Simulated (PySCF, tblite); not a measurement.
# C₆H₁₀OSi: geometry, infrared bands and NMR shifts

What infrared bands and NMR shifts should C₆H₁₀OSi (`CCC1=C[SiH2]C=CO1`) show?

The runs use tblite 0.8.0 and PySCF 2.14.0, with density-fitted response routines of our own; the level of theory stands in each step. All values are computed, except where a source is named. Atoms count from 0, in the outputs and in this text.

### 1 The molecule as given

18 atoms, charge 0, multiplicity 1; geometry from: force field or distance geometry start.

Bonds of the start (Å): C0–C1 1.52, C1–C2 1.51, C2–C3 1.29, C3–Si4 1.86, Si4–C5 1.86, C5–C6 1.31, C6–O7 1.37, O7–C2 1.37, C0–H8 1.11, C0–H9 1.10, C0–H10 1.12, C1–H11 1.11, C1–H12 1.12, C3–H13 1.07, Si4–H14 1.47, Si4–H15 1.44, C5–H16 1.07, C6–H17 1.07.

### 2 Optimising the geometry with GFN2-xTB

What the job is given:

```
{"job": {"kind": "relax", "xc": "GFN2-xTB", "basis": "xTB"}, "charge": 0, "multiplicity": 1}
C     -2.510000     0.642300    -0.100200
C     -1.796500    -0.685200    -0.302100
C     -0.330300    -0.358500    -0.164600
C      0.320200    -0.949800     0.784400
Si     2.127000    -0.602300     1.027000
C      2.440500     0.624100    -0.336500
C      1.464600     0.994600    -1.132300
O      0.171000     0.553000    -1.063400
H     -1.782500     1.420800    -0.410200
H     -3.419800     0.649100    -0.723300
H     -2.750300     0.708000     0.991100
H     -1.955900    -1.074300    -1.332500
H     -2.106700    -1.431000     0.480800
H     -0.192300    -1.639000     1.418900
H      2.235700     0.172900     2.270500
H      2.965600    -1.771200     0.969500
H      3.408200     1.049500    -0.487500
H      1.702800     1.703400    -1.901300
```

Launch:

```
$ OMP_NUM_THREADS=1 python probes_run.py task.json out
```

One launch serves the whole session: the jobs run in the order shown.

**Question.** This job is followed by: GFN2-xTB harmonic vibrations, gas phase; GIAO PBE0/pcSseg-1 NMR shielding, non-relativistic, gas phase. Predict these results of the whole session: strongest single infrared mode (GFN2-xTB); zero-point energy (GFN2-xTB); 13C shifts against TMS (PBE0/pcSseg-1); 1H shifts against TMS (PBE0/pcSseg-1, means over atoms taken as alike); 29Si shifts against TMS (PBE0/pcSseg-1); 17O shifts against H2O (PBE0/pcSseg-1).

**Answer**, as computed:

```
                                                              quantity                                     value
                             strongest single infrared mode (GFN2-xTB)                     2166 cm⁻¹, 491 km/mol
                                          zero-point energy (GFN2-xTB)                             87.8 kcal/mol
                                13C shifts against TMS (PBE0/pcSseg-1)  176.0, 161.5, 97.6, 93.0, 38.6, 16.8 ppm
1H shifts against TMS (PBE0/pcSseg-1, means over atoms taken as alike)    7.33, 5.10, 4.96, 4.90, 2.22, 1.21 ppm
                               29Si shifts against TMS (PBE0/pcSseg-1)                                 -82.0 ppm
                                17O shifts against H2O (PBE0/pcSseg-1)                                 215.7 ppm
```

**Reading.** Over 76 steps the energy fell by 0.612 eV; of the close pairs, C2–C3 changed most, 1.294 to 1.336 Å. All 48 modes are real, so the xTB geometry is a minimum. The strongest single mode, at 2166 cm⁻¹, moves mainly H15 and H14. GFN2-xTB is a fitted tight-binding method: band positions and strengths are rough. Its intensities can rank the bands wrongly. H17 (hydrogen on an alkene carbon bearing oxygen) lies farthest downfield among hydrogen, at 7.33 ppm; attached to an sp2 carbon and in the plane of the double bond. At PBE0/pcSseg-1: The widest tensor belongs to O7: span 332 ppm, with a paramagnetic part of -282 ppm.
